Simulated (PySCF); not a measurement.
**BBr: from the state search to spectroscopic constants**

An exercise on one series of results from a longer session: the logs are not shown, and one member is left open.

Program: PySCF 2.14.0. Level of theory: B cc-pVDZ, Br cc-pVDZ-PP with ECP10, scalar-relativistic core potentials. These are calculated values, not measurements.

The first run:

Settings of the job:

* atoms: B, Br
* charge: 0
* basis: B cc-pVDZ, Br cc-pVDZ-PP with ECP10
* Hamiltonian: scalar-relativistic core potentials
* basis functions: 37
* electrons treated: 30
* masses in u: 11.0093, 78.9183
* levels: PBE0, PBE, r²SCAN, B2PLYP, M06-L, M06, LC-ωPBE, HF, MP2, SCS-MP2, CCSD, CCSD(T)
* grid: 80 radial by 434 angular points
* occupations: held fixed by the projection of orbital angular momentum
* dissociation limit: B + Br, each in its ground configuration
* starting distance in angstrom: 1.930
* values of 2S to try: 0, 2

Run with:

```
> OMP_NUM_THREADS=1 python dia.py task.json out
```

Steps of the session up to this table: The job; The PBE0 curve of the state that the search chose; Other states along the same grid; PBE (GGA); r²SCAN (meta-GGA); B2PLYP (double hybrid); M06-L; M06 (hybrid meta-GGA); LC-ωPBE (range-separated hybrid); RHF; Correlated methods on the Hartree–Fock reference.

One of the session's tables, all rows but one given; the rest of the session is left out.

Energy (eV) from each level's lowest point:

| R (Å) | RHF | RHF-MP2 | RHF-SCS-MP2 | RHF-CCSD | RHF-CCSD(T) |
| --- | --- | --- | --- | --- | --- |
| 1.644 | 0.950 | 0.903 | 0.927 | n/a | n/a |
| 1.721 | 0.419 | 0.385 | 0.402 | 0.432 | 0.437 |
| 1.797 | ? | ? | ? | ? | ? |
| 1.855 | 0.028 | 0.018 | 0.023 | 0.031 | 0.032 |
| 1.912 | 0.000 | 0.000 | 0.000 | 0.000 | 0.000 |
| 1.969 | 0.028 | 0.039 | 0.033 | 0.027 | 0.025 |
| 2.046 | 0.128 | 0.154 | 0.142 | 0.127 | 0.123 |
| 2.141 | 0.323 | 0.369 | 0.347 | 0.325 | 0.317 |
| 2.256 | 0.616 | 0.689 | 0.656 | 0.625 | 0.613 |
| 2.409 | 1.052 | 1.162 | 1.113 | n/a | n/a |

Estimate the missing values for R (Å) = 1.797.

Worked estimate for «RHF». A straight line through the neighbours (1.721, 0.419) and (1.855, 0.028) gives 0.419 + (0.028 − 0.419) × (1.797 − 1.721) / (1.855 − 1.721) = 0.197; a parabola fitted to 4 rows on both sides gives 0.121.

The run gave: RHF: 0.130; RHF-MP2: 0.109; RHF-SCS-MP2: 0.119; RHF-CCSD: 0.136; RHF-CCSD(T): 0.139. In «RHF» the line misses by +0.067 and the parabola by -0.009.
